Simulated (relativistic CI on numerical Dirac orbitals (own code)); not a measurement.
**Co⁴⁺: 2p photoemission with charge transfer**

Aim: the 2p photoemission spectrum of Co⁴⁺ in a cubic metal-ligand cluster, for 3 values of Veg.

Program: relativistic CI on numerical Dirac orbitals (own code) version 3. Level of theory: charge-transfer multiplet model of a cubic metal-ligand cluster with up to 1 ligand holes, Slater and spin-orbit integrals from Dirac-Coulomb-Breit ions, Slater integrals scaled by 0.8. These are calculated values, not measurements, unless marked.

### 1 What is computed

```
ion                  : Co⁴⁺ (Co V)
nuclear charge       : 27
electrons            : 23
d electrons          : 5
ligand holes at most : 1
parameters           : in eV; Veg, Vt2g hoppings, tenDq and tenDqL metal and ligand splittings (negative tenDq: tetrahedral), red the scaling of hopping with a core hole
temperature          : 20 K
widths               : Lorentz 0.6 eV, Gauss 0.8 eV
```

### 2 Veg = 2.6 eV

Input settings:

```ini
cluster ion=Co4+ d5 ligand_holes=1 slater_scale=0.8
Delta=-0.3 Udd=7.4 Upd=8.3 tenDq=1.8 tenDqL=0.1 Veg=2.6 Vt2g=-1.42 red=1
spectrum xps 2p T=20 lorentz=0.6 gauss=0.8
```

Run with:

```bash
> python run_levels.py task.json out
```

task.json lists these runs, among others, and the program works through them in turn.

### 3 Veg = 2 eV

Input settings:

```ini
cluster ion=Co4+ d5 ligand_holes=1 slater_scale=0.8
Delta=-0.3 Udd=7.4 Upd=8.3 tenDq=1.8 tenDqL=0.1 Veg=2 Vt2g=-1.09 red=1
spectrum xps 2p T=20 lorentz=0.6 gauss=0.8
```

### 4 Veg = 2.9 eV

Input settings:

```ini
cluster ion=Co4+ d5 ligand_holes=1 slater_scale=0.8
Delta=-0.3 Udd=7.4 Upd=8.3 tenDq=1.8 tenDqL=0.1 Veg=2.9 Vt2g=-1.58 red=1
spectrum xps 2p T=20 lorentz=0.6 gauss=0.8
```

(Steps that only read results are left out.)

**Question.** What will these runs give? Wanted: d count; ground spin.

As calculated:

| run | d count | weight without ligand hole | ground S | up to four highest peaks (% of the highest), eV from the first main peak |
| --- | --- | --- | --- | --- |
| Veg = 2.6 eV | 5.35 | 0.65 | 2.50 | 0.0 (100), 1.8 (71), 16.5 (49), 18.1 (44) |
| Veg = 2 eV | 5.31 | 0.69 | 2.50 | 0.0 (100), 1.6 (88), 16.4 (54), 18.0 (54) |
| Veg = 2.9 eV | 5.36 | 0.64 | 2.49 | 0.0 (100), 1.9 (65), 16.5 (48), 17.9 (42) |

| quantity | value |
| --- | --- |
| d count | 5.31 to 5.36 |
| ground spin (effective S from ⟨S²⟩) | 2.50 |

In words: From Veg = 2 eV to Veg = 2.9 eV the ground-state d count goes from 5.31 to 5.36. In the first run d5 holds 65 % of the ground state. The space is cut at the given number of ligand holes while the last configuration still holds over a tenth of the ground state. The cluster parameters are drawn, not fitted to a compound.
